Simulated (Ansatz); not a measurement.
**SnSe2: a single-point run**

Aim: a sound single-point run of SnSe2. The structure is shown as the input types it.

Program: Ansatz 0.2.0. Level of theory: density functional or hybrid calculation with the settings of its input, plane waves (as first typed). These are calculated values, not measurements.

4 further runs of the same task are left out: 4 that didn't finish.

## Step 1: The system as given

The structure is trigonal, space group P-3m1 (No. 164). Conventional cell: a = 3.825 Å, b = 3.825 Å, c = 6.227 Å, α = 90.00°, β = 90.00°, γ = 120.00°. Sn (site symmetry -3m) has 6 Se at 2.71 Å as nearest neighbours. Se (site symmetry 3m) is surrounded by 3 Sn at 2.71 Å.

Coordinates:

```
CELL_PARAMETERS angstrom
3.82516 0.00000 0.00000
-1.91258 3.31269 0.00000
0.00000 0.00000 6.22706
ATOMIC_POSITIONS crystal
Sn 0.00000 0.00000 0.00000
Se 0.33333 0.66667 0.25308
Se 0.66667 0.33333 0.74692
```

## Step 2: Running it

The input, input.yaml:

```yaml
crystal:
  lattice:
    - [3.8251638404, 0.0, 0.0]
    - [-1.9125819202, 3.3126890594, 0.0]
    - [0.0, 0.0, 6.2270561301]
  atoms:
    - { symbol: Sn, position: [0.0, 0.0, 0.0] }
    - { symbol: Se, position: [0.3333333333, 0.6666666667, 0.2530760434] }
    - { symbol: Se, position: [0.6666666667, 0.3333333333, 0.7469239566] }
kpoints:
  mp_grid: { grid: [6, 6, 4] }
hamiltonian:
  xc: pbe
scf:
  occupations: { method: fixed }
  n_extra_bands: 4
  mixing: { beta: 0.005 }
  max_iter: 52
output:
  forces: true
  stress: true
  eigenvalues: true
```

Started as:

```console
$ ansatz run input.yaml --threads 4 --pin off --max-ram 3686MiB --backend cpu --events-out ev --progress --plain --runs-dir out
```

What happens when this is run?

This run ends as converged. That alone doesn't make the input a sound one.

In the input, scf.mixing.beta is 0.005. What could go wrong: mixing too weak. Here it converged all the same; such a setting changes the road, not the converged state.

To check: delete scf.mixing.beta (the default then holds).
